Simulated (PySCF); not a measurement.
**IrSe: bond curves at several levels of theory**

An exercise on one series of results from a longer session: the logs are not shown, and one member is left open.

Method: Ir def2-TZVPP with ECP60, Se def2-TZVPP, scalar-relativistic core potentials; program: PySCF 2.14.0.

Set-up of the first run:

A driver script around PySCF takes these settings:

```yaml
atoms: Ir, Se
charge: 0
basis: Ir def2-TZVPP with ECP60, Se def2-TZVPP
Hamiltonian: scalar-relativistic core potentials
basis_functions: 104
electrons_treated: 51
masses_in_u: 192.9629, 79.9165
levels: PBE0, PBE, r²SCAN, MN15, TPSS, BP86, BHandHLYP, LC-ωPBE, HF, MP2, SCS-MP2
grid: 80 radial by 434 angular points
occupations: held fixed by the projection of orbital angular momentum
dissociation_limit: Ir + Se, each in its ground configuration
starting_distance_in_angstrom: 2.300
values_of_2S_to_try: 1, 3, 5, 7
```

Started as:

```console
OMP_NUM_THREADS=2 python dia.py task.json out
```

Steps of the session up to this table: Set-up; PBE0 along the bond; Higher solutions at PBE0; PBE (GGA); r²SCAN (meta-GGA); MN15 (hybrid meta-GGA); TPSS (meta-GGA); BP86 (GGA); BHandHLYP (global hybrid GGA); LC-ωPBE; ROHF (mean field).

One of the session's tables, all rows but one given; the rest of the session is left out.

It belongs to the step «Constants by level of theory». 

```
       level  Re (Å)  ωe (cm⁻¹)  De (eV)  μ (D)
        ROHF   2.201        330     0.77  -4.78
    ROHF-MP2   2.116        481     4.36    n/a
ROHF-SCS-MP2   2.125        461     3.76    n/a
         PBE   2.203        340     4.60  -1.43
        BP86   2.206        338     4.55  -1.41
        TPSS   2.202        343     4.38  -1.77
      r²SCAN   2.187        354     4.31  -1.85
        PBE0   2.182        358     4.00  -2.04
        MN15       ?          ?        ?      ?
   BHandHLYP   2.187        357     3.07  -2.58
     LC-ωPBE   2.160        381     3.64  -2.75
```

Q: Estimate the row for MN15 from the others.

**Answer.** Re (Å): 2.167; ωe (cm⁻¹): 367; De (eV): 4.03; μ (D): -1.57. In the column «Re (Å)» it lies between LC-ωPBE (2.160) and PBE0 (2.182).

De is counted to Ir + Se in their ground configurations.
